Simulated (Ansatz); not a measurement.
# Ta3N: the cost of one run

Method: DFT PBEsol, scalar-relativistic, plane waves, PAW, in Ansatz 0.2.0.

## 1. The structure to begin with

It takes space group P-3m1 (No. 164, trigonal). Conventional cell: a = 3.001 Å, b = 3.001 Å, c = 7.450 Å, α = 90.00°, β = 90.00°, γ = 120.00°. Ta (site symmetry -3m) is surrounded by 12 Ta at 2.99 to 3.00 Å. Around Ta (site symmetry 3m) lie 3 N at 2.16 Å. N (site symmetry -3m) has 6 Ta at 2.16 Å as nearest neighbours.

Coordinates:

```xyz
4
Lattice="3.0005 0.0000 0.0000 -1.5003 2.5985 0.0000 0.0000 0.0000 7.4499" Properties=species:S:1:pos:R:3 pbc="T T T"
Ta    0.0000    0.0000    3.7250
Ta    0.0000    1.7323    1.2858
Ta    1.5003    0.8662    6.1642
N     0.0000    0.0000    0.0000
```

It goes back to an entry of the Materials Project, which need not be the stable form.

It is the result of an earlier relaxation at this level (volume 14.52 Å³/atom; gap on the mesh: none (metal)).

## 2. Zero of the scan

Contents of input.yaml:

```yaml
crystal:
  lattice:
    - [3.0005045962, 0.0, 0.0]
    - [-1.5002522981, 2.5985132045, 0.0]
    - [0.0, 0.0, 7.4499250813]
  atoms:
    - { symbol: Ta, position: [0.0, 0.0, 0.5] }
    - { symbol: Ta, position: [0.3333333333, 0.6666666667, 0.172585986] }
    - { symbol: Ta, position: [0.6666666667, 0.3333333333, 0.827414014] }
    - { symbol: "N", position: [0.0, 0.0, 0.0] }
basis:
  ecutwfc: 420
kpoints:
  mp_grid: { grid: [18, 18, 8] }
hamiltonian:
  xc: pbesol
scf:
  occupations: { method: gaussian, width: 0.15 }
output:
  forces: true
  stress: true
  eigenvalues: true
```

Launch:

```sh
ansatz run input.yaml --threads 1 --pin off --max-ram 2560MiB --backend cpu --events-out ev --progress --plain --runs-dir out
```

Q: Estimate wall time and peak memory on 1 thread of Arm Neoverse V2, shared host.

About 16 s, with a peak of 0.54 GiB.
